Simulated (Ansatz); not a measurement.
BFHI, SMILES FBI: the interaction energy of a dimer with the counterpoise correction, run with Ansatz 0.2.0, Python API.

`dimer_bfhi.py`
```python
"""Interaction energy of two BFHI molecules, with the counterpoise correction."""

import ansatz as az

FIRST = [
    ("F", (-0.2393, 0.9935, -1.0752)),
    ("B", (-0.2468, 0.0569, -0.0267)),
    ("I", (1.6541, -0.7738, 0.6056)),
    ("H", (-1.168, -0.2765, 0.4964)),
]
SECOND = [
    ("F", (-4.5989, 0.2547, 0.7597)),
    ("B", (-3.5416, 0.2546, 1.6865)),
    ("I", (-3.6535, -1.1282, 3.3534)),
    ("H", (-2.654, 0.9176, 1.6101)),
]

def energy(atoms, ghosts=()):
    molecule = az.Crystal.molecule()
    for symbol, xyz in atoms:
        molecule = molecule.atom(symbol, xyz)
    calc = (
        molecule.calculation()
        .basis(gaussian="def2-SVP")
        .correlation("MP2")  # correlation on top of the mean field
    )
    deck = calc.input()
    if ghosts:
        deck = deck.set(az.key.basis.gaussian.ghost_atoms, [{"symbol": s, "position_ang": list(xyz)} for s, xyz in ghosts])
    return az.Session.from_dict(deck).plan().execute().report["free_energy_ev"]

# monomers in their own basis and in the basis of the dimer
both = energy(FIRST + SECOND)
alone = energy(FIRST) + energy(SECOND)
ghosted = energy(FIRST, SECOND) + energy(SECOND, FIRST)
print(f"dimer {both:.6f} eV")
print(f"interaction, uncorrected   {23.060548 * (both - alone):8.3f} kcal/mol")
print(f"interaction, counterpoise  {23.060548 * (both - ghosted):8.3f} kcal/mol")
print(f"basis-set superposition    {23.060548 * (alone - ghosted):8.3f} kcal/mol")
```

How large is the interaction at this pose, and how much of it is basis-set superposition?

Uncorrected it is 0.310 kcal/mol, with the counterpoise correction 1.413 kcal/mol; the difference, 1.10 kcal/mol, is the superposition error. In this basis both values are repulsive.

The output:

```console
$ python dimer_bfhi.py
dimer -22950.531581 eV
interaction, uncorrected      0.310 kcal/mol
interaction, counterpoise     1.413 kcal/mol
basis-set superposition       1.103 kcal/mol
```

Caveats:
- Total energies depend on the basis set; only differences at equal settings carry meaning.
- The dimer is a generated trial pose of unrelaxed monomers, not a minimum, so the figure is no binding energy, and the basis set is small.
- def2 sets replace the cores of elements past krypton by effective core potentials.
- Timing: 8.6 s on 1 thread of Arm Neoverse V1, with other jobs on the host, peak memory 0.32 GiB.
